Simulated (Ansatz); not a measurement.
# NiMoIrPdW (P3m1) in Ansatz: further runs, part 2 of 3

Ansatz 0.2.0. The steps go on from the part before.

### Step 3. Band structure, BLYP, collinear spin, ferromagnetic start

File input.yaml:

```yaml
crystal:
  lattice:
    - [4.1467, 0.0, 0.0]
    - [-2.07335, 3.59115, 0.0]
    - [0.0, 0.0, 5.41629]
  atoms:
    - { symbol: Ni, position: [0.0, 0.0, 0.02221], spin: 1.0 }
    - { symbol: Mo, position: [0.66667, 0.33333, 0.45996], spin: 1.0 }
    - { symbol: Pd, position: [0.33333, 0.66667, 0.74601] }
    - { symbol: Ir, position: [0.33333, 0.66667, 0.25641], spin: 0.6 }
    - { symbol: W, position: [0.66667, 0.33333, 0.99985] }
kpoints:
  mp_grid: { grid: [5, 5, 4] }
  band_path:
    path:
      - [0.0, 0.0, 0.0]
      - [0.5, 0.0, 0.0]
      - [0.3333333333, 0.3333333333, 0.0]
      - [0.0, 0.0, 0.0]
      - [0.0, 0.0, 0.5]
      - [0.5, 0.0, 0.5]
      - [0.3333333333, 0.3333333333, 0.5]
      - [0.0, 0.0, 0.5]
    npoints: 12
scf:
  occupations: { method: fermi_dirac, width: 0.05 }
hamiltonian:
  xc: blyp
  pseudopotentials: { kind: all_electron, lapw: { basis_error: 0.002 } }
magnetization:
  spin_polarized: true
output:
  forces: true
  stress: true
  eigenvalues: true
```

Potentials or basis: all-electron LAPW, scalar-relativistic.

Command:

```
$ ansatz run input.yaml --threads 8 --pin off --max-ram 24576MiB --backend cpu --events-out ev --progress --plain --runs-dir out
```

Wall time 51 s (8 threads of Intel Xeon 6975P-C (Granite Rapids), shared host); peak memory 1.6 GiB.

It converged, with:

```yaml
Free_energy: -1213181.1445 eV
Pressure: 9.7 GPa
Largest_force: 0.355 eV/Å
Band_gap_along_the_path: none (metal or under the smearing width)
Net_moment: 0.00 μB per cell
Absolute_moment: 0.00 μB per cell
```

Forces on the atoms (eV/Å):
```
Ni   0.000  0.000 -0.096
Mo   0.000  0.000 -0.035
Pd   0.000  0.000 -0.202
Ir   0.000  0.000  0.355
W    0.000  0.000 -0.022
```

Stress tensor (GPa, compression positive):
```
 9.18  0.00  0.00
 0.00  9.18  0.00
 0.00  0.00 10.63
```

Levels at the corners of the path, in eV from the Fermi level:
Spin up:
```
point  band 81  band 82  band 83  band 84  band 85  band 86
    Γ    -1.39    -1.39    -0.74     0.81     0.81     2.01
    M    -1.23    -0.14    -0.01     0.36     0.87     1.61
    K    -1.24    -1.12    -0.95    -0.28     0.57     0.91
    Γ    -1.39    -1.39    -0.74     0.81     0.81     2.01
    A    -0.48    -0.48    -0.36     0.44     0.74     0.74
    L    -1.37    -0.93    -0.68    -0.03     0.66     0.77
    H    -1.70    -1.07    -0.32    -0.12     0.52     0.88
    A    -0.48    -0.48    -0.36     0.44     0.74     0.74
```
Spin down:
```csv
point,band 80,band 81,band 82,band 83,band 84,band 85,band 86,band 87
Γ,-1.61,-1.39,-1.39,-0.74,0.81,0.81,2.01,2.01
M,-1.54,-1.23,-0.14,-0.01,0.36,0.87,1.61,1.66
K,-1.25,-1.24,-1.12,-0.95,-0.28,0.57,0.91,1.77
Γ,-1.61,-1.39,-1.39,-0.74,0.81,0.81,2.01,2.01
A,-1.33,-0.48,-0.48,-0.36,0.44,0.74,0.74,1.50
L,-1.81,-1.37,-0.93,-0.68,-0.03,0.66,0.77,1.21
H,-1.94,-1.70,-1.07,-0.32,-0.12,0.52,0.88,1.34
A,-1.33,-0.48,-0.48,-0.36,0.44,0.74,0.74,1.50
```

Caveat: the k mesh is thin for a metal, which can move the energy by tens of meV per atom; spin-orbit coupling is left out, which moves the levels of the heavy elements; the starting moments weren't kept.

### Step 4. Single point, PBE, collinear spin, ferromagnetic start, 15.16 Å³/atom (volume scaled by 0.94)

File input.yaml:

```yaml
crystal:
  lattice:
    - [4.062049717, 0.0, 0.0]
    - [-2.0310248585, 3.5178406543, 0.0]
    - [0.0, 0.0, 5.3057224448]
  atoms:
    - { symbol: Ni, position: [0.0, 0.0, 0.02221], spin: 1.0 }
    - { symbol: Mo, position: [0.66667, 0.33333, 0.45996], spin: 1.0 }
    - { symbol: Pd, position: [0.33333, 0.66667, 0.74601] }
    - { symbol: Ir, position: [0.33333, 0.66667, 0.25641], spin: 0.6 }
    - { symbol: W, position: [0.66667, 0.33333, 0.99985] }
kpoints:
  mp_grid: { grid: [5, 5, 4] }
scf:
  occupations: { method: fermi_dirac, width: 0.05 }
hamiltonian:
  xc: pbe
  pseudopotentials: { kind: all_electron, lapw: { basis_error: 0.003 } }
magnetization:
  spin_polarized: true
output:
  forces: true
  stress: true
  eigenvalues: true
```

Potentials or basis: all-electron LAPW, scalar-relativistic.

Command:

```
$ ansatz run input.yaml --threads 8 --pin off --max-ram 24576MiB --backend cpu --events-out ev --progress --plain --runs-dir out
```

Log:

```text
Warning: the atoms were moved onto the symmetric positions of the space group found under crystal.symmetry.tolerance 1.0e-5 (fractional; no operation is sought that the atoms, as they stand in a round, miss by more than twice it, and no atom is moved by as much as it), and the run uses the moved positions. Before a round's move an operation carried an atom to 4.06e-5 Å from where it should land, the largest such distance. Atom 1 (counting from 0) moved farthest, by 2.35e-5 Å; the longest move in fractions of the cell, of whichever atom, is 0.47 of the tolerance, in 1 round. To run the atoms as typed, lower crystal.symmetry.tolerance until the operations that they miss are no longer found, or set crystal.symmetry.detect: false (a key that needs symmetry detection or time reversal refuses this as the deck is read). The positions used, in the order of the run's atom list: position: [0.0, 0.0, 0.02221]; position: [0.6666666666666666, 0.3333333333333333, 0.45996]; position: [0.3333333333333333, 0.6666666666666666, 0.74601]; position: [0.3333333333333333, 0.6666666666666666, 0.25641]; position: [0.6666666666666666, 0.3333333333333333, 0.99985]; The lattice was moved too: crystal.lattice, of which some number shows no typed digit to judge by, misses the space group found at crystal.symmetry.tolerance 1.0e-5 by more than rounding, which is why this is a warning: the operation that it misses by the most changes a squared length by the fraction 1.19e-6, and from 1e-6 on that is taken for a strain and not for rounding. The run uses the lattice that is a stretch of the typed one, with no rotation, onto the one that keeps every operation to a double's rounding (on a very oblique basis the stretch itself rounds by more); the deck's lattice vector that moved farthest moved by 1.39e-6 Å. To run the lattice as typed, set crystal.symmetry.tolerance under 1.18e-6, the least fraction by which an operation that the lattice misses changes a squared length (the same key also sets how far an atom may lie from its image, so lowering it can lose operations that the atoms keep only within it), or set crystal.symmetry.detect: false, as for the atoms. crystal.lattice made exact, in Å and degrees: [[4.062051107226552, 0.0, 0.0], [-2.031025553613276, 3.5178394503289008, 0.0], [0.0, 0.0, 5.3057224448]]. Pasted over the deck's crystal.lattice, beside positions in fractional coordinates, it runs the same cell (given as lengths and angles, that cell in the form's own orientation, a rigid turn of the misfit's size from the one run here, for which a checkpoint.post_process_only pass over this run's state can be refused: where this run relaxes nothing, give such a pass this deck's own crystal.lattice, as typed; behind a relaxation, as crystal.lattice, the state's own cell, identity.cell in its checkpoint.json), and a matrix so pasted ends this notice, except on a very skew basis of the lattice, where the rounding of the pasted numbers themselves can read as a misfit: the cell is then moved again, and that move is told again. The lattice as run is in this notice's lattice.as_run_ang field (Run.prep()["deck_notices"] in Python, the deck_notice line of an events file, deck_notices of ansatz run --dry-run=json, or deck_notices in record.json in the deck's checkpoint.write directory).
[... 94 lines left out ...]
  k-point 2 ↑: bands = ["-467.0489", "-467.0489", "-467.0091", "-394.5491", "-394.5279", "-394.5279", "-352.2881", "-352.2881", "-352.2185", "-301.9853", "-301.9853", "-301.9486", "-301.9422", "-301.9422", "-261.5582", "-261.5582", "-261.5277", "-261.5164", "-261.5164", "-209.6172", "-209.6172", "-209.5787", "-209.5787", "-209.5753", "-194.1737", "-194.1737", "-194.1366", "-194.1366", "-194.0909", "-79.9454", "-68.8529", "-61.6678", "-50.5443", "-40.4679", "-40.4679", "-40.1345", "-37.4432", "-33.2401", "-33.2373", "-33.2025", "-33.2025", "-33.1974", "-33.1951", "-33.1951", "-27.4025", "-27.3793", "-27.3793", "-25.7694", "-25.7694", "-25.7176", "-14.9353", "-14.8694", "-14.8694", "-11.5722", "-11.5722", "-11.4853", "-4.7932", "-4.7932", "-4.7739", "-4.7739", "-4.7631", "-4.7524", "-4.7501", "15.5339", "17.7911", "18.4119", "18.4119", "18.5677", "18.5677", "19.0378", "19.3551", "19.3551", "19.3909", "19.3909", "19.4890", "21.3837", "21.3837", "22.0077", "22.0843", "22.0843", "23.0122", "23.0122", "23.1945", "24.0582", "24.3324", "24.3324", "25.2023", "25.2023", "25.9797", "25.9797", "30.4814", "31.8634", "32.7001", "33.2306", "34.0695", "34.0695", "34.3546", "34.3546", "34.9907", "34.9907", "36.5121", "36.5121"]
  k-point 16 ↓: bands = ["-467.0489", "-467.0489", "-467.0091", "-394.5491", "-394.5279", "-394.5279", "-352.2881", "-352.2881", "-352.2185", "-301.9853", "-301.9853", "-301.9486", "-301.9422", "-301.9422", "-261.5582", "-261.5582", "-261.5277", "-261.5164", "-261.5164", "-209.6172", "-209.6172", "-209.5787", "-209.5787", "-209.5753", "-194.1737", "-194.1737", "-194.1366", "-194.1366", "-194.0909", "-79.9454", "-68.8528", "-61.6677", "-50.5460", "-40.4684", "-40.4642", "-40.1345", "-37.4437", "-33.2403", "-33.2373", "-33.2025", "-33.2024", "-33.1974", "-33.1951", "-33.1951", "-27.4036", "-27.3814", "-27.3802", "-25.7743", "-25.7667", "-25.7218", "-14.9295", "-14.8842", "-14.8701", "-11.5864", "-11.5755", "-11.4773", "-4.7932", "-4.7931", "-4.7743", "-4.7740", "-4.7630", "-4.7521", "-4.7512", "17.7923", "17.9332", "18.3351", "18.8242", "19.1301", "19.3613", "19.4785", "19.6066", "19.7067", "19.8914", "20.0102", "20.1030", "20.9099", "21.0103", "21.2379", "21.3761", "21.4347", "21.7631", "22.4542", "23.2837", "23.3304", "24.0842", "24.5041", "24.6519", "25.3827", "25.7482", "25.8931", "26.4163", "27.3153", "28.2559", "29.8917", "34.8307", "35.3571", "36.0343", "36.5831", "37.7947", "37.8571", "38.2237", "38.8436"]
```

Run time: 44 s. Hardware: 8 threads of AMD EPYC 7R43 (Zen 3), shared host; peak memory 1.5 GiB.

What came out:

| Property | Result |
| --- | --- |
| Free energy | -1213094.4862 eV |
| Pressure | 16.2 GPa |
| Largest force | 0.666 eV/Å |
| Band gap on the k mesh | none (metal or under the smearing width) |
| Net moment | 0.00 μB per cell |
| Absolute moment | 0.00 μB per cell |

Caveat: the k mesh is thin for a metal, which can move the energy by tens of meV per atom; the starting moments weren't kept.

### Step 5. Single point, PBE, collinear spin, ferromagnetic start, 15.49 Å³/atom (volume scaled by 0.96)

input.yaml: that of step 4 with these lines changed.

```diff
@@ -2,5 +2,5 @@
   lattice:
-    - [4.062049717, 0.0, 0.0]
-    - [-2.0310248585, 3.5178406543, 0.0]
-    - [0.0, 0.0, 5.3057224448]
+    - [4.0906566435, 0.0, 0.0]
+    - [-2.0453283217, 3.5426149963, 0.0]
+    - [0.0, 0.0, 5.3430879184]
   atoms:
```

Command:

```
$ ansatz run input.yaml --threads 8 --pin off --max-ram 24576MiB --backend cpu --events-out ev --progress --plain --runs-dir out
```

Wall time 44 s (8 threads of AMD EPYC 7R43 (Zen 3), shared host); peak memory 1.6 GiB.

It converged, with:

```
Free energy            : -1213094.6184 eV
Pressure               : 10.2 GPa
Largest force          : 0.385 eV/Å
Band gap on the k mesh : none (metal or under the smearing width)
Net moment             : 0.00 μB per cell
Absolute moment        : 0.00 μB per cell
```

Caveat: the k mesh is thin for a metal, which can move the energy by tens of meV per atom; the starting moments weren't kept.

### Step 6. Single point, PBE, collinear spin, ferromagnetic start, 15.81 Å³/atom (volume scaled by 0.98)

input.yaml: that of step 5 with these lines changed.

```diff
@@ -2,5 +2,5 @@
   lattice:
-    - [4.0906566435, 0.0, 0.0]
-    - [-2.0453283217, 3.5426149963, 0.0]
-    - [0.0, 0.0, 5.3430879184]
+    - [4.1188689601, 0.0, 0.0]
+    - [-2.05943448, 3.5670475959, 0.0]
+    - [0.0, 0.0, 5.3799379651]
   atoms:
```

Potentials or basis: all-electron LAPW, scalar-relativistic.

Command:

```
$ ansatz run input.yaml --threads 8 --pin off --max-ram 24576MiB --backend cpu --events-out ev --progress --plain --runs-dir out
```

Wall time 45 s (8 threads of AMD EPYC 7R43 (Zen 3), shared host); peak memory 1.6 GiB.

It converged, with:

- Free energy: -1213094.6935 eV
- Pressure: 4.8 GPa
- Largest force: 0.124 eV/Å
- Band gap on the k mesh: none (metal or under the smearing width)
- Net moment: 0.00 μB per cell
- Absolute moment: 0.00 μB per cell

Caveat: the k mesh is thin for a metal, which can move the energy by tens of meV per atom; the starting moments weren't kept.

### Step 7. Single point, PBE, collinear spin, ferromagnetic start, 16.13 Å³/atom

input.yaml: that of step 6 with these lines changed.

```diff
@@ -2,5 +2,5 @@
   lattice:
-    - [4.1188689601, 0.0, 0.0]
-    - [-2.05943448, 3.5670475959, 0.0]
-    - [0.0, 0.0, 5.3799379651]
+    - [4.1467, 0.0, 0.0]
+    - [-2.07335, 3.59115, 0.0]
+    - [0.0, 0.0, 5.41629]
   atoms:
```

Command:

```
$ ansatz run input.yaml --threads 8 --pin off --max-ram 24576MiB --backend cpu --events-out ev --progress --plain --runs-dir out
```

It took 49 s on 8 threads of AMD EPYC 7R43 (Zen 3), shared host; peak memory 1.6 GiB.

Results (log left out):

* Free energy: -1213094.7175 eV
* Pressure: 0.1 GPa
* Largest force: 0.118 eV/Å
* Band gap on the k mesh: none (metal or under the smearing width)
* Net moment: 0.00 μB per cell
* Absolute moment: 0.00 μB per cell

Caveat: the k mesh is thin for a metal, which can move the energy by tens of meV per atom; the starting moments weren't kept.

### Step 8. Single point, PBE, collinear spin, ferromagnetic start, 16.45 Å³/atom (volume scaled by 1.02)

input.yaml: that of step 7 with these lines changed.

```diff
@@ -2,5 +2,5 @@
   lattice:
-    - [4.1467, 0.0, 0.0]
-    - [-2.07335, 3.59115, 0.0]
-    - [0.0, 0.0, 5.41629]
+    - [4.1741623897, 0.0, 0.0]
+    - [-2.0870811949, 3.6149331434, 0.0]
+    - [0.0, 0.0, 5.4521605156]
   atoms:
```

Command:

```
$ ansatz run input.yaml --threads 8 --pin off --max-ram 24576MiB --backend cpu --events-out ev --progress --plain --runs-dir out
```

It took 46 s on 8 threads of AMD EPYC 7R43 (Zen 3), shared host; peak memory 1.5 GiB.

The run converged. Its results:

* Free energy: -1213094.6963 eV
* Pressure: -4.2 GPa
* Largest force: 0.344 eV/Å
* Band gap on the k mesh: none (metal or under the smearing width)
* Net moment: 0.00 μB per cell
* Absolute moment: 0.00 μB per cell

Caveat: the k mesh is thin for a metal, which can move the energy by tens of meV per atom; the starting moments weren't kept.

### Step 9. Single point, PBE, collinear spin, ferromagnetic start, 16.78 Å³/atom (volume scaled by 1.04)

input.yaml: that of step 8 with these lines changed.

```diff
@@ -2,5 +2,5 @@
   lattice:
-    - [4.1741623897, 0.0, 0.0]
-    - [-2.0870811949, 3.6149331434, 0.0]
-    - [0.0, 0.0, 5.4521605156]
+    - [4.2012680998, 0.0, 0.0]
+    - [-2.1006340499, 3.638407393, 0.0]
+    - [0.0, 0.0, 5.4875651473]
   atoms:
```

Potentials or basis: all-electron LAPW, scalar-relativistic.

Command:

```
$ ansatz run input.yaml --threads 8 --pin off --max-ram 24576MiB --backend cpu --events-out ev --progress --plain --runs-dir out
```

Run time: 44 s. Hardware: 8 threads of AMD EPYC 7R43 (Zen 3), shared host; peak memory 1.5 GiB.

It converged, with:

```yaml
Free_energy: -1213094.6344 eV
Pressure: -8.0 GPa
Largest_force: 0.554 eV/Å
Band_gap_on_the_k_mesh: none (metal or under the smearing width)
Net_moment: 0.00 μB per cell
Absolute_moment: 0.00 μB per cell
```

Caveat: the k mesh is thin for a metal, which can move the energy by tens of meV per atom; the starting moments weren't kept.

### Step 10. Single point, PBE, collinear spin, ferromagnetic start, 17.10 Å³/atom (volume scaled by 1.06)

input.yaml: that of step 9 with these lines changed.

```diff
@@ -2,5 +2,5 @@
   lattice:
-    - [4.2012680998, 0.0, 0.0]
-    - [-2.1006340499, 3.638407393, 0.0]
-    - [0.0, 0.0, 5.4875651473]
+    - [4.2280284907, 0.0, 0.0]
+    - [-2.1140142454, 3.6615825872, 0.0]
+    - [0.0, 0.0, 5.522518734]
   atoms:
```

Command:

```
$ ansatz run input.yaml --threads 8 --pin off --max-ram 24576MiB --backend cpu --events-out ev --progress --plain --runs-dir out
```

It took 43 s on 8 threads of AMD EPYC 7R43 (Zen 3), shared host; peak memory 1.5 GiB.

The run converged. Its results:

```
Free energy            : -1213094.5365 eV
Pressure               : -11.4 GPa
Largest force          : 0.749 eV/Å
Band gap on the k mesh : none (metal or under the smearing width)
Net moment             : 0.00 μB per cell
Absolute moment        : 0.00 μB per cell
```

Caveat: the k mesh is thin for a metal, which can move the energy by tens of meV per atom; the starting moments weren't kept.

(Continued in part 3 of 3.)
